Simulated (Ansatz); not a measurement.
# AgRh: the cost of one run

Computed with Ansatz 0.2.0 (DFT PBE, with the methods named in each step, unless a step's input says otherwise).

**1. The starting structure**

Symmetry: P-6m2, No. 187, hexagonal system. Conventional cell: a = 2.778 Å, b = 2.778 Å, c = 4.809 Å, α = 90.00°, β = 90.00°, γ = 120.00°. Ag (site symmetry -6m2) has 6 Ag at 2.78 Å and 6 Rh at 2.89 Å as nearest neighbours. Rh (site symmetry -6m2) is surrounded by 6 Rh at 2.78 Å and 6 Ag at 2.89 Å.

As a file:

```cif
data_structure
_symmetry_space_group_name_H-M 'P-6m2'
_symmetry_Int_Tables_number 187
_cell_length_a 2.7776
_cell_length_b 2.7776
_cell_length_c 4.8086
_cell_angle_alpha 90.000
_cell_angle_beta 90.000
_cell_angle_gamma 120.000
_cell_volume 32.13
loop_
_atom_site_label
_atom_site_type_symbol
_atom_site_symmetry_multiplicity
_atom_site_Wyckoff_symbol
_atom_site_fract_x
_atom_site_fract_y
_atom_site_fract_z
_atom_site_occupancy
Ag1 Ag 1 b 0.00000 0.00000 0.50000 1
Rh1 Rh 1 e 0.66667 0.33333 0.00000 1
```

The file gives the conventional cell by its symmetry; the runs use the cell typed in the input.

Atoms are numbered in the order of the input: Ag1, Rh2.

**2. Free moments, LAPW**

input.yaml reads:

```yaml
crystal:
  lattice:
    - [2.7775881998, 0.0, 0.0]
    - [-1.3887940999, 2.4054619423, 0.0]
    - [0.0, 0.0, 4.808602]
  atoms:
    - { symbol: Ag, position: [0.0, 0.0, 0.5] }
    - { symbol: Rh, position: [0.6666666667, 0.3333333333, 0.0], spin: 0.4 }
magnetization:
  spin_polarized: true
kpoints:
  mp_grid: { grid: [14, 14, 7] }
scf:
  occupations: { method: fermi_dirac, width: 0.05 }
  lower_state_search: "off"
hamiltonian:
  xc: pbe
  pseudopotentials: { kind: all_electron, lapw: { basis_error: 0.001 } }
output:
  forces: true
  stress: true
  eigenvalues: false
  populations: true
  dos: { projected: true, de: 0.1, e_range: [-8, 5] }
```

Run with:

```bash
$ ansatz run input.yaml --threads 1 --pin off --max-ram 3072MiB --backend cpu --events-out ev --progress --plain --runs-dir out
```

**Question.** How long does this run take on 1 thread of Arm Neoverse V1, shared host, and how much memory does it need?

About 2.4 min, with a peak of 0.63 GiB.
